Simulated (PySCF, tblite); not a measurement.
**C6H10O4Si: geometry, infrared bands and NMR shifts**

Wanted: the infrared bands and NMR shifts of C6H10O4Si (`O=C(O[SiH3])C(=O)OC1CCC1`), by calculation.

The runs use tblite 0.8.0 and PySCF 2.14.0, with density-fitted response routines of our own; the level of theory stands in each step. All values are computed, except where a source is named. Atoms count from 0, in the outputs and in this text.

## 1. The molecule as given

21 atoms, charge 0, multiplicity 1; geometry from: force field or distance geometry start.

Bonds of the start (Å): O0–C1 1.23, C1–O2 1.35, O2–Si3 1.64, C1–C4 1.54, C4–O5 1.22, C4–O6 1.35, O6–C7 1.43, C7–C8 1.54, C8–C9 1.55, C9–C10 1.54, C10–C7 1.56, Si3–H11 1.49, Si3–H12 1.48, Si3–H13 1.48, C7–H14 1.10, C8–H15 1.10, C8–H16 1.10, C9–H17 1.10, C9–H18 1.09, C10–H19 1.08, C10–H20 1.10.

## 2. Optimising the geometry with GFN2-xTB

Job settings and geometry (Å):

```
{"job": {"kind": "relax", "xc": "GFN2-xTB", "basis": "xTB"}, "charge": 0, "multiplicity": 1}
O      2.215900    -1.517900     0.568200
C      2.136900    -0.393400     0.075600
O      3.160600     0.464300    -0.114400
Si     4.715300     0.134300     0.271800
C      0.815900     0.239000    -0.391700
O      0.737200     1.356100    -0.886100
O     -0.205000    -0.617900    -0.203000
C     -1.492600    -0.127900    -0.601000
C     -2.168800     0.908700     0.322600
C     -3.513600     0.194900     0.055200
C     -2.691700    -1.068600    -0.269900
H      4.827400    -0.109800     1.742000
H      5.187000    -1.048500    -0.476600
H      5.572400     1.287500    -0.076200
H     -1.507800     0.167400    -1.663300
H     -1.847100     0.863800     1.378000
H     -2.123000     1.952800    -0.015700
H     -4.057600     0.589700    -0.811100
H     -4.190600     0.122600     0.908100
H     -3.060400    -1.669800    -1.091100
H     -2.519200    -1.710500     0.601500
```

Launch:

```console
$ OMP_NUM_THREADS=1 python probes_run.py task.json out
```

The driver reads the jobs from task.json and runs them one after another.

**Question.** This job is followed by: GFN2-xTB harmonic vibrations, gas phase; GIAO PBE0/pcSseg-1 NMR shielding, non-relativistic, gas phase. What will the session give for the following? strongest single infrared mode (GFN2-xTB); zero-point energy (GFN2-xTB); 13C shifts against TMS (PBE0/pcSseg-1, means over atoms taken as alike); 1H shifts against TMS (PBE0/pcSseg-1, means over atoms taken as alike); 17O shifts against H2O (PBE0/pcSseg-1); 29Si shifts against TMS (PBE0/pcSseg-1); surface potential, 1st and 99th percentile.

**Answer**, as computed:

```
                                                               quantity                                   value
                              strongest single infrared mode (GFN2-xTB)                   1172 cm⁻¹, 567 km/mol
                                           zero-point energy (GFN2-xTB)                           94.7 kcal/mol
13C shifts against TMS (PBE0/pcSseg-1, means over atoms taken as alike)      167.5, 166.1, 68.9, 30.9, 13.0 ppm
 1H shifts against TMS (PBE0/pcSseg-1, means over atoms taken as alike)  5.72, 4.90, 2.52, 2.45, 1.94, 1.76 ppm
                                 17O shifts against H2O (PBE0/pcSseg-1)          442.6, 420.6, 245.9, 185.1 ppm
                                29Si shifts against TMS (PBE0/pcSseg-1)                               -36.6 ppm
                                  surface potential, 1st and 99th percentile                      -1.49 V and 1.64 V
```

In words: Over 195 steps the energy fell by 0.374 eV; of the close pairs, C1–O2 changed most, 1.349 to 1.308 Å. No mode is imaginary among the 57: a minimum at this level. The strongest single mode, at 1172 cm⁻¹, is carried by C4, O6, O2. Unscaled tight-binding wavenumbers are off by several per cent, some by more. Its intensities can rank the bands wrongly. H14 (hydrogen on an sp3 CH bonded to O) lies farthest downfield among hydrogen, at 5.72 ppm; its carbon carries O, an electronegative neighbour. By nearest atom (PBE0/pcSseg-1), the HOMO sits on O0, O5 about 36 % each; C1, C4 about 6 % each and the LUMO on C1 27 %; C4 20 %.
